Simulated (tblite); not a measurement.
# C3H12N2Si2: the cost of one run

Programs: tblite 0.8.0 and PySCF 2.14.0, with density-fitted response routines of our own. Each step states its level of theory. These are calculated values for one molecule in the gas phase, unless marked as measured. Atoms are numbered from 0 throughout.

## 1. Starting geometry

19 atoms, charge 0, multiplicity 1; geometry from: force field or distance geometry start.

Bonds of the start (Å): C0–C1 1.34, C1–C2 1.50, C2–Si3 1.87, Si3–N4 1.76, Si3–N5 1.77, N5–Si6 1.76, C0–H7 1.08, C0–H8 1.09, C1–H9 1.08, C2–H10 1.12, C2–H11 1.11, Si3–H12 1.48, N4–H13 1.03, N4–H14 1.02, N5–H15 1.04, Si6–H16 1.46, Si6–H17 1.49, Si6–H18 1.48.

## 2. Relaxing the molecule with GFN2-xTB

The job: settings as JSON, then the geometry in Å.

```
{"job": {"kind": "relax", "xc": "GFN2-xTB", "basis": "xTB"}, "charge": 0, "multiplicity": 1}
C     -2.437300    -1.581800    -0.222100
C     -2.130300    -0.272600    -0.238000
C     -1.392400     0.234300     0.959600
Si     0.270400     0.955100     0.495300
N      0.370700     1.473400    -1.185700
N      1.448200    -0.320700     0.838600
Si     2.786400    -0.439400    -0.302300
H     -2.971600    -2.024700    -1.051900
H     -2.188100    -2.240000     0.608100
H     -2.394500     0.361800    -1.067200
H     -2.005500     0.968200     1.545500
H     -1.212700    -0.602400     1.660800
H      0.479700     2.133600     1.371900
H      0.224800     2.476400    -1.352900
H     -0.039400     0.840400    -1.876100
H      1.667000    -0.458900     1.846900
H      3.464000     0.830200    -0.531300
H      2.247900    -0.891800    -1.614500
H      3.802700    -1.431800     0.107700
```

Run with:

```sh
$ OMP_NUM_THREADS=1 python probes_run.py task.json out
```

One launch serves the whole session: the jobs run in the order shown.

Q: Estimate the wall time and peak memory of this first job on 1 thread of Arm Neoverse N1, shared host.

About 2.4 s, with a peak of 0.18 GiB.
